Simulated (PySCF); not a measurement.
F2TiCl2, in a box:

```
F Ti Cl
1.0
    13.00000    0.00000    0.00000
     0.00000   13.00000    0.00000
     0.00000    0.00000   12.00000
F Ti Cl
2 1 2
Direct
  0.50480 0.44428 0.61613
  0.62193 0.38403 0.42894
  0.51956 0.45892 0.47345
  0.38007 0.40986 0.38954
  0.55020 0.61920 0.43540
```

Program: PySCF 2.14.0. Alike in all runs: task atomic charges; potentials or basis def2-svp (all-electron); no spin polarisation; cell as given; k mesh 1 × 1 × 1; smearing fixed.

Problem. Order these runs on this cell by their band gap on the k mesh, lowest first.
A. level SCAN0; three-centre integrals read from an earlier run's file; exxdiv ewald
B. level r2SCAN+D3(BJ); three-body dispersion term no; three-centre integrals read from an earlier run's file
C. level PBE
D. level r2SCAN50+D3(BJ); three-body dispersion term no; three-centre integrals read from an earlier run's file; exxdiv ewald
E. level PBEsol0; three-centre integrals read from an earlier run's file; exxdiv ewald

Solution. C (3.96 eV), B (4.29 eV), E (6.11 eV), A (6.36 eV), D (8.50 eV).

Caveats: this is a molecule in a periodic box at the Γ point, so its band gap is the HOMO-LUMO gap; the basis of atomic orbitals isn't converged, which shifts pressures, moduli and gaps; these D3(BJ) parameters were fitted with the three-body term, which the run leaves out (some runs).

